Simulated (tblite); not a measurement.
# CH4Al2F5N: the cost of one run

Computed with tblite 0.8.0 and PySCF 2.14.0; each step states its level. No surroundings beyond the atoms listed, unless a continuum is named. Atoms count from 0, parts from 1.

## Step 1: Starting point

13 atoms, charge 0, multiplicity 1; geometry: distance geometry start.

## Step 2: Relaxing the cluster with GFN2-xTB

Job settings and geometry (Å):

```
{"job": {"kind": "relax", "xc": "GFN2-xTB", "basis": "xTB"}, "charge": 0, "multiplicity": 1}
F      0.527271    -2.806595    -2.325017
Al     0.958510    -2.260833    -0.716283
F      2.657447    -2.356842    -0.228292
F      0.174214    -0.720172    -0.251497
Al    -0.965501    -1.313458     1.006599
F     -2.659252    -1.218853     0.530812
N     -0.515096    -0.717542     2.754566
C      0.412614     0.399234     2.879481
F     -0.181383    -2.862128     0.569270
H     -1.189425    -0.828484     3.507234
H      0.005479     1.198450     2.351664
H      1.325456     0.148171     2.470724
H      0.495780     0.653255     3.871014
```

Method: GFN2-xTB geometry optimisation, gas phase.

On the command line:

```sh
$ OMP_NUM_THREADS=1 python cluster_run.py task.json out
```

The driver reads the jobs from task.json and runs them one after another.

Q: Estimate the wall time of this first job on 1 thread of Arm Neoverse V1, shared host.

About 2.2 s.
